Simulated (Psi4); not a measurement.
# doublet AlNH3OF+: levels of theory compared

Wanted: a comparison of 3 runs (UB2PLYP/cc-pVDZ, UDSD-PBEP86/cc-pVDZ, UMP3/cc-pVDZ) of doublet AlNH3OF+. 

Program for the calculation: Psi4 1.11.

## Step 1: The structure to begin with

The species is AlNH3OF+ (7 atoms), meant as a doublet with charge +1. As SMILES of the parent species, `[NH2][Al]([OH])[F]`. Geometry: relaxed at PBE0-D4/def2-TZVP. This is one conformer, not always the lowest. That shape belongs to the parent species and isn't relaxed for this state.

Bond lengths: N1–Al2 1.755 Å, Al2–O3 1.685 Å, Al2–F4 1.644 Å, N1–H5 1.006 Å, N1–H6 1.006 Å, O3–H7 0.954 Å. Angles: N1–Al2–O3 124.9°, N1–Al2–F4 118.1°, O3–Al2–F4 117.0°, Al2–N1–H5 123.7°, Al2–N1–H6 125.7°, Al2–O3–H7 124.9°, H5–N1–H6 110.6°.

## Step 2: A single-point energy at UB2PLYP/cc-pVDZ (density fitting for correlation) (run 1)

Contents of alfh3no.xyz:

```xyz
7
AlFH3NO
N     -0.569800     0.926800    -0.530800
Al    -0.133300    -0.630000     0.151800
O      1.368400    -1.004200     0.819000
F     -1.265600    -1.822100     0.146500
H     -1.473200     1.130200    -0.925100
H      0.029600     1.732300    -0.586700
H      2.105200    -0.401000     0.879500
```

Contents of run.py:

```python
import psi4

psi4.set_memory('2200 MB')
psi4.set_num_threads(1)
psi4.set_output_file('alfh3no.out', False)

with open('alfh3no.xyz') as f:
    atoms = ''.join(f.readlines()[2:])
molecule = psi4.geometry('1 2\n' + atoms + 'symmetry c1\nno_reorient\nno_com')

psi4.set_options({
    'reference': 'uks',
    'puream': True,
    'e_convergence': 1e-09,
    'd_convergence': 1e-08,
    'scf_type': 'pk',
    'dft_radial_points': 99,
    'dft_spherical_points': 590,
    'num_frozen_docc': 8,
    'maxiter': 100,
})

e, wfn = psi4.energy("b2plyp/cc-pVDZ", return_wfn=True)
print('E =', round(e, 9))
```

Command:

```bash
$ python run.py
```

alfh3no.out:

```text
[...]
  Running in c1 symmetry.
[...]
  Nuclear repulsion =  160.681135521526301
[...]
  Multiplicity = 2
[...]
  Nalpha       = 20
  Nbeta        = 19
[...]
    Number of basis functions: 75
[...]
   @UKS iter   1:  -473.12825113477663   -5.35811e-01   9.93788e-03 ADIIS/DIIS
[...]
   @UKS iter  15:  -473.35247376918517   -2.27374e-13   3.00255e-09 DIIS
[...]
   @S^2 Observed:                7.549139553E-01
[...]
    Orbital Energies [Eh]
    ---------------------
    Alpha Occupied:
       1A    -57.352386     2A    -25.520172     3A    -19.926797
       4A    -15.244493     5A     -4.735501     6A     -3.191121
       7A     -3.190123     8A     -3.188074     9A     -1.497424
      10A     -1.366800    11A     -1.315518    12A     -0.926967
      13A     -0.877461    14A     -0.783266    15A     -0.779261
      16A     -0.712846    17A     -0.676716    18A     -0.672021
      19A     -0.614059    20A     -0.595729
    Alpha Virtual:
      21A     -0.197136    22A     -0.148274    23A     -0.111420
      24A     -0.090994    25A     -0.086438    26A     -0.011750
[...]
  @UKS Final Energy:  -473.35247376918517
   => Energetics <=
    Nuclear Repulsion Energy =            160.6811355215263006
    One-Electron Energy =                -967.0271849892430964
    Two-Electron Energy =                 354.8094433675814230
    DFT Exchange-Correlation Energy =     -21.8158676690498652
    Empirical Dispersion Energy =           0.0000000000000000
    VV10 Nonlocal Energy =                  0.0000000000000000
    Total Energy =                       -473.3524737691851669
[...]
 Multipole Moments:
 ------------------------------------------------------------------------------------
     Multipole            Electronic (a.u.)      Nuclear  (a.u.)        Total (a.u.)
 ------------------------------------------------------------------------------------
 L = 1.  Multiply by 2.5417464519 to convert [e a0] to [Debye]
 Dipole X            :         10.1374889          -10.3993518           -0.2618630
 Dipole Y            :         47.1433654          -44.7362425            2.4071229
 Dipole Z            :        -11.3179994           10.3859348           -0.9320646
 Magnitude           :                                                    2.5945245
[...]
```

The script printed:

```text
E = -473.538903112
```

It took 25 s on 1 thread of AMD EPYC 7R43 (Zen 3), shared host; peak memory 1.1 GiB.

## Step 3: A single-point energy at UDSD-PBEP86/cc-pVDZ (density fitting for correlation) (run 2)

alfh3no.xyz is that of step 2.

Contents of run.py:

```python
import numpy as np
from ase.calculators.psi4 import Psi4
from ase.io import read

a = read('alfh3no.xyz')
calc = Psi4(atoms=a, method='dsd-pbep86', basis='cc-pVDZ', memory='2200MB', num_threads=1, charge=1, multiplicity=2, label='alfh3no', reference='uks')
calc.psi4.set_options({'puream': True, 'e_convergence': 1e-09, 'd_convergence': 1e-08, 'scf_type': 'pk', 'dft_radial_points': 99, 'dft_spherical_points': 590, 'num_frozen_docc': 8, 'maxiter': 100})
a.calc = calc

print(f'energy: {a.get_potential_energy():.6f} eV')
```

Command:

```bash
$ python run.py
```

alfh3no.dat:

```text
[...]
  Running in c1 symmetry.
[...]
  Nuclear repulsion =  160.681135521526329
[...]
  Multiplicity = 2
[...]
  Nalpha       = 20
  Nbeta        = 19
[...]
    Number of basis functions: 75
[...]
   @UKS iter   1:  -472.68170990995486   -7.15910e-01   8.90120e-03 DIIS/ADIIS
[...]
   @UKS iter  15:  -472.86994636898123   -1.53477e-12   2.14839e-09 DIIS
[...]
   @S^2 Observed:                7.555799581E-01
[...]
    Orbital Energies [Eh]
    ---------------------
    Alpha Occupied:
       1A    -57.910329     2A    -25.889504     3A    -20.251590
       4A    -15.535027     5A     -4.918725     6A     -3.314161
       7A     -3.313744     8A     -3.311801     9A     -1.595369
      10A     -1.451401    11A     -1.395291    12A     -0.977859
      13A     -0.928626    14A     -0.839475    15A     -0.824467
      16A     -0.764785    17A     -0.730354    18A     -0.725834
      19A     -0.656521    20A     -0.636919
    Alpha Virtual:
      21A     -0.168649    22A     -0.122594    23A     -0.079411
      24A     -0.061085    25A     -0.054111    26A      0.019979
[...]
  @UKS Final Energy:  -472.86994636898123
   => Energetics <=
    Nuclear Repulsion Energy =            160.6811355215263291
    One-Electron Energy =                -966.9487389920677742
    Two-Electron Energy =                 346.3554886557795385
    DFT Exchange-Correlation Energy =     -12.9578315542193394
    Empirical Dispersion Energy =           0.0000000000000000
    VV10 Nonlocal Energy =                  0.0000000000000000
    Total Energy =                       -472.8699463689812319
[...]
 Multipole Moments:
 ------------------------------------------------------------------------------------
     Multipole            Electronic (a.u.)      Nuclear  (a.u.)        Total (a.u.)
 ------------------------------------------------------------------------------------
 L = 1.  Multiply by 2.5417464519 to convert [e a0] to [Debye]
 Dipole X            :         -2.0851498            2.1020419            0.0168922
 Dipole Y            :         -1.4771057            5.2268855            3.7497798
 Dipole Z            :         -0.2522119           -1.0084989           -1.2607107
 Magnitude           :                                                    3.9560745
[...]
```

The script printed:

```text
energy: -12875.549819 eV
```

It took 24 s on 1 thread of AMD EPYC 7R43 (Zen 3), shared host; peak memory 1.1 GiB.

## Step 4: A single-point energy at UMP3/cc-pVDZ (run 3)

Contents of calc.py:

```python
import psi4

psi4.set_memory(2200000000)
psi4.set_num_threads(1)
psi4.set_output_file('alfh3no.out', False)

molecule = psi4.geometry("""
1 2
N     -0.569800     0.926800    -0.530800
Al    -0.133300    -0.630000     0.151800
O      1.368400    -1.004200     0.819000
F     -1.265600    -1.822100     0.146500
H     -1.473200     1.130200    -0.925100
H      0.029600     1.732300    -0.586700
H      2.105200    -0.401000     0.879500
units angstrom
symmetry c1
""")

psi4.set_options({
    'basis': 'cc-pVDZ',
    'reference': 'uhf',
    'puream': True,
    'e_convergence': 1e-09,
    'd_convergence': 1e-08,
    'scf_type': 'pk',
    'num_frozen_docc': 8,
    'maxiter': 100,
    'mp_type': 'conv',
})

e_tot = psi4.energy("mp3")
print(f'total energy {e_tot:.8f} hartree = {e_tot * 27.211386:.5f} eV')
```

Command:

```bash
$ python calc.py
```

alfh3no.out:

```text
[...]
  Running in c1 symmetry.
[...]
  Nuclear repulsion =  160.681135521526329
[...]
  Multiplicity = 2
[...]
  Nalpha       = 20
  Nbeta        = 19
[...]
    Number of basis functions: 75
[...]
   @UHF iter   1:  -472.08849899361940   -9.60044e-01   8.21517e-03 DIIS/ADIIS
[...]
   @UHF iter  15:  -472.26089062295245   -1.93268e-12   4.51441e-09 DIIS
[...]
   @S^2 Observed:                7.576061273E-01
[...]
    Orbital Energies [Eh]
    ---------------------
    Alpha Occupied:
       1A    -58.766131     2A    -26.445629     3A    -20.743136
       4A    -15.971467     5A     -5.180614     6A     -3.496818
       7A     -3.496212     8A     -3.495172     9A     -1.726547
      10A     -1.560693    11A     -1.502955    12A     -1.040775
      13A     -0.992233    14A     -0.907754    15A     -0.883380
      16A     -0.832053    17A     -0.800820    18A     -0.796435
      19A     -0.712021    20A     -0.692039
    Alpha Virtual:
      21A     -0.125518    22A     -0.082997    23A     -0.034976
      24A     -0.021041    25A     -0.006749    26A      0.058274
[...]
  @UHF Final Energy:  -472.26089062295245
   => Energetics <=
    Nuclear Repulsion Energy =            160.6811355215263291
    One-Electron Energy =                -966.9294088351548453
    Two-Electron Energy =                 333.9873826906760428
    Total Energy =                       -472.2608906229524450
  UHF NO Occupations:
  HONO-2 :   18  A 1.9992628
  HONO-1 :   19  A 1.9974688
[...]
 Multipole Moments:
 ------------------------------------------------------------------------------------
     Multipole            Electronic (a.u.)      Nuclear  (a.u.)        Total (a.u.)
 ------------------------------------------------------------------------------------
 L = 1.  Multiply by 2.5417464519 to convert [e a0] to [Debye]
 Dipole X            :         -2.1067057            2.1020419           -0.0046638
 Dipole Y            :         -1.3880087            5.2268855            3.8388769
 Dipole Z            :         -0.2900889           -1.0084989           -1.2985877
 Magnitude           :                                                    4.0525705
[...]
	SCS-MP2 Total Energy (a.u.)        :  -472.81376617937849
	SOS-MP2 Total Energy (a.u.)        :  -472.80637648675088
[...]
	SOS-PI-MP2 Total Energy (a.u.)     :  -472.84833693781229
[...]
	MP2 Total Energy (a.u.)            :  -472.82854556463371
[...]
	SCS-MP3 Total Energy (a.u.)        :  -472.81650430195106
[...]
	MP3 Total Energy (a.u.)            :  -472.83949805492392
[...]
```

The script printed:

```text
total energy -472.83949805 hartree = -12866.61810 eV
```

Wall time 15 s (1 thread of AMD EPYC 7R43 (Zen 3), shared host); peak memory 0.45 GiB.

## Step 5: The series

| run | level | fitting correlation | integration grid | energy (Eh) | HOMO energy (eV) | LUMO energy (eV) | ⟨S²⟩ | wall time |
| --- | --- | --- | --- | --- | --- | --- | --- | --- |
| 1 | UB2PLYP/cc-pVDZ (density fitting for correlation) | density fitting | 99 radial × 590 angular | -473.538903 | -15.99 | -10.85 | 0.755 | 25 s |
| 2 | UDSD-PBEP86/cc-pVDZ (density fitting for correlation) | density fitting | 99 radial × 590 angular | -473.167732 | -17.20 | -9.47 | 0.756 | 24 s |
| 3 | UMP3/cc-pVDZ | none | – | -472.839498 | -18.75 | -7.31 | 0.758 | 15 s |

## Step 6: What came out

| quantity | value |
| --- | --- |
| run 3: total energy | -472.83950 Eh |
| run 3: HOMO energy (Hartree–Fock orbitals) (highest over α and β) | -18.75 eV |
| run 3: LUMO energy (Hartree–Fock orbitals) (lowest over α and β) | -7.31 eV |
| run 3: correlation energy (8 core orbitals frozen) | -578.6 mEh |
| run 3: ⟨S²⟩ of the reference determinant | 0.758 |

What this shows: Totals of different functionals can't be ranked against each other. All runs together took 65 s, the longest 25 s.
